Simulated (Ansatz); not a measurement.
# AlCu3N4: the cost of one run

Computed with Ansatz 0.2.0 (DFT PBE, scalar-relativistic, plane waves, PAW, unless a step names another level, unless a step's input says otherwise).

### Step 1. Starting point

Symmetry: Pm-3m, No. 221, cubic system. Conventional cell: a = 4.145 Å, b = 4.145 Å, c = 4.145 Å, α = 90.00°, β = 90.00°, γ = 90.00°. Al (site symmetry m-3m) is surrounded by 6 N at 2.07 Å. Cu (site symmetry 4/mmm) has 6 N at 2.07 Å as nearest neighbours. N (site symmetry 4/mmm) has 4 Cu at 2.07 Å and 2 Al at 2.07 Å as nearest neighbours. N (site symmetry m-3m) is surrounded by 6 Cu at 2.07 Å.

Coordinates:

```cif
data_structure
_symmetry_space_group_name_H-M 'P 1'
_symmetry_Int_Tables_number 1
_cell_length_a 4.1453
_cell_length_b 4.1453
_cell_length_c 4.1455
_cell_angle_alpha 90.000
_cell_angle_beta 90.000
_cell_angle_gamma 90.000
_cell_volume 71.23
loop_
_atom_site_label
_atom_site_type_symbol
_atom_site_fract_x
_atom_site_fract_y
_atom_site_fract_z
_atom_site_occupancy
Al1 Al 0.50000 0.50000 0.00000 1
Cu1 Cu 0.50000 0.00000 0.50000 1
Cu2 Cu 0.00000 0.50000 0.50000 1
Cu3 Cu 0.00000 0.00000 0.00000 1
N1 N 0.50000 0.50000 0.50000 1
N2 N 0.50000 0.00000 0.00000 1
N3 N 0.00000 0.50000 0.00000 1
N4 N 0.00000 0.00000 0.50000 1
```

It came out lowest among 21 distinct ends of the trial cells. At a tolerance of 0.05 Å it has space group Pm-3m (No. 221).

### Step 2. Tight relaxation for the response runs, on the response runs' mesh and smearing

Contents of input.yaml:

```yaml
crystal:
  lattice:
    - [4.1452767932, 0.0, 0.0]
    - [0.0, 4.1452767932, 0.0]
    - [0.0, 0.0, 4.1454972274]
  atoms:
    - { symbol: Al, position: [0.5, 0.5, 0.0] }
    - { symbol: Cu, position: [0.5, 0.0, 0.5] }
    - { symbol: Cu, position: [0.0, 0.5, 0.5] }
    - { symbol: Cu, position: [0.0, 0.0, 0.0] }
    - { symbol: "N", position: [0.5, 0.5, 0.5] }
    - { symbol: "N", position: [0.5, 0.0, 0.0] }
    - { symbol: "N", position: [0.0, 0.5, 0.0] }
    - { symbol: "N", position: [0.0, 0.0, 0.5] }
basis:
  ecutwfc: 420
kpoints:
  mp_grid: { grid: [8, 8, 8] }
hamiltonian:
  xc: pbe
scf:
  occupations: { method: gaussian, width: 0.1 }
output:
  forces: true
  stress: true
  eigenvalues: true
relax:
  adjacent_minimum: "off"
  f_tol: 0.001
  max_steps: 60
  cell: { stress_tol: 0.01 }
```

The run is started by

```sh
ansatz run input.yaml --threads 3 --pin off --max-ram 7680MiB --backend cpu --events-out ev --progress --plain --runs-dir out
```

Q: Estimate wall time and peak memory on 3 threads of AMD EPYC (Zen 3), shared host.

About 37 s, with a peak of 0.54 GiB.
